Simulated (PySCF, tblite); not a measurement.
**C7H9FN radical: geometry, infrared bands and EPR parameters**

Aim: predict the infrared bands and EPR parameters of C7H9FN radical (`[H]/N=C(\C=[C]/CF)C1CC1`).

Computed with tblite 0.8.0 and PySCF 2.14.0, with density-fitted response routines of our own, on a single molecule in the gas phase. Atoms count from 0, in the outputs and in this text.

**1. The molecule as given**

18 atoms, charge 0, multiplicity 2; geometry from: force field or distance geometry start.

Bonds of the start (Å): N0–C1 1.29, C1–C2 1.50, C2–C3 1.29, C3–C4 1.46, C4–F5 1.37, C1–C6 1.48, C6–C7 1.51, C7–C8 1.50, C8–C6 1.51, N0–H9 1.02, C2–H10 1.09, C4–H11 1.09, C4–H12 1.09, C6–H13 1.09, C7–H14 1.08, C7–H15 1.09, C8–H16 1.09, C8–H17 1.08.

**2. Optimising the geometry with GFN2-xTB**

The job: settings as JSON, then the geometry in Å.

```
{"job": {"kind": "relax", "xc": "GFN2-xTB", "basis": "xTB"}, "charge": 0, "multiplicity": 2}
N      0.579600    -0.219200    -1.573100
C     -0.057200    -0.481500    -0.487900
C      0.549900    -0.665800     0.869200
C      1.818600    -0.520000     1.052200
C      3.260700    -0.363800     1.216600
F      3.767200    -0.088100    -0.023400
C     -1.521300    -0.664500    -0.559000
C     -2.363400     0.305000    -1.345100
C     -2.447300     0.292500     0.148000
H      1.574400    -0.122500    -1.391500
H     -0.126600    -0.913100     1.682400
H      3.505400     0.466700     1.874900
H      3.734100    -1.271200     1.589700
H     -1.825100    -1.709300    -0.603800
H     -1.875200     1.141400    -1.833600
H     -3.202400    -0.105300    -1.902300
H     -3.348500    -0.103200     0.605600
H     -2.031900     1.141500     0.669400
```

Launch:

```console
$ OMP_NUM_THREADS=1 python probes_run.py task.json out
```

The driver reads the jobs from task.json and runs them one after another.

**Question.** This job is followed by: GFN2-xTB harmonic vibrations, gas phase; UKS B3LYP, pcH-1 on C F H N, non-relativistic, mean-field spin-orbit, GIAO. What will the session give for the following? strongest single infrared mode (GFN2-xTB); zero-point energy (GFN2-xTB); g(iso) (B3LYP); ⟨S²⟩; largest a(iso) (averaged by class); surface potential, 1st and 99th percentile.

The runs gave:

| quantity | value |
| --- | --- |
| strongest single infrared mode (GFN2-xTB) | 1177 cm⁻¹, 247 km/mol |
| zero-point energy (GFN2-xTB) | 88.0 kcal/mol |
| g(iso) (B3LYP) | 2.00189 |
| ⟨S²⟩ | 0.760 (exact 0.75) |
| largest a(iso) (averaged by class) | 19F on F5, 314.6 MHz |
| surface potential, 1st and 99th percentile | -1.66 V and 1.25 V |

In words: Over 148 steps the energy fell by 0.424 eV; of the close pairs, C4–F5 changed most, 1.368 to 1.410 Å. All 48 modes are real, so the xTB geometry is a minimum. The strongest single mode, at 1177 cm⁻¹, is spread over several atoms, H9, C1, H13, H10 among them. Unscaled tight-binding wavenumbers are off by several per cent, some by more. Its intensities can rank the bands wrongly. C3 carries the largest spin population, 0.97 e. The isotropic g lies 0.4 ppt below the free-electron value.
